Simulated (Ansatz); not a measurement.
# InSb3: the cost of one run

Computed with Ansatz 0.2.0 (DFT PBE, scalar-relativistic, plane waves, PAW, unless a step's input says otherwise).

### Step 1. The system as given

The structure is cubic, space group Fm-3m (No. 225). Conventional cell: a = 7.589 Å, b = 7.589 Å, c = 7.589 Å, α = 90.00°, β = 90.00°, γ = 90.00°. In (site symmetry m-3m) has 8 Sb at 3.29 Å as nearest neighbours. Sb (site symmetry -43m) is surrounded by 4 In at 3.29 Å and 4 Sb at 3.29 Å. Sb (site symmetry m-3m) has 8 Sb at 3.29 Å as nearest neighbours.

As a file:

```cif
data_structure
_symmetry_space_group_name_H-M 'Fm-3m'
_symmetry_Int_Tables_number 225
_cell_length_a 7.5891
_cell_length_b 7.5891
_cell_length_c 7.5891
_cell_angle_alpha 90.000
_cell_angle_beta 90.000
_cell_angle_gamma 90.000
_cell_volume 437.09
loop_
_atom_site_label
_atom_site_type_symbol
_atom_site_symmetry_multiplicity
_atom_site_Wyckoff_symbol
_atom_site_fract_x
_atom_site_fract_y
_atom_site_fract_z
_atom_site_occupancy
In1 In 4 a 0.00000 0.00000 0.00000 1
Sb1 Sb 8 c 0.25000 0.75000 0.75000 1
Sb2 Sb 4 b 0.50000 0.00000 0.00000 1
```

The start is a polymorph listed in a database, not an invented cell.

### Step 2. The guess as it stands, on a coarse mesh

Contents of input.yaml:

```yaml
crystal:
  lattice:
    - [0.0, 3.79455495, 3.79455495]
    - [3.79455495, 0.0, 3.79455495]
    - [3.79455495, 3.79455495, 0.0]
  atoms:
    - { symbol: In, position: [0.0, 0.0, 0.0] }
    - { symbol: Sb, position: [0.25, 0.25, 0.25] }
    - { symbol: Sb, position: [0.75, 0.75, 0.75] }
    - { symbol: Sb, position: [0.5, 0.5, 0.5] }
basis:
  ecutwfc: 420
kpoints:
  mp_grid: { grid: [4, 4, 4] }
hamiltonian:
  xc: pbe
scf:
  occupations: { method: gaussian, width: 0.1 }
  lower_state_search: "off"
output:
  forces: true
  stress: true
  eigenvalues: true
```

Command:

```bash
$ ansatz run input.yaml --threads 1 --pin off --max-ram 2560MiB --backend cpu --events-out ev --progress --plain --runs-dir out
```

What time and memory should one allow on 1 thread of Intel Xeon Platinum 8259CL at 2.50GHz (Skylake/Cascade Lake), shared host?

About 2.2 s, with a peak of 0.42 GiB.
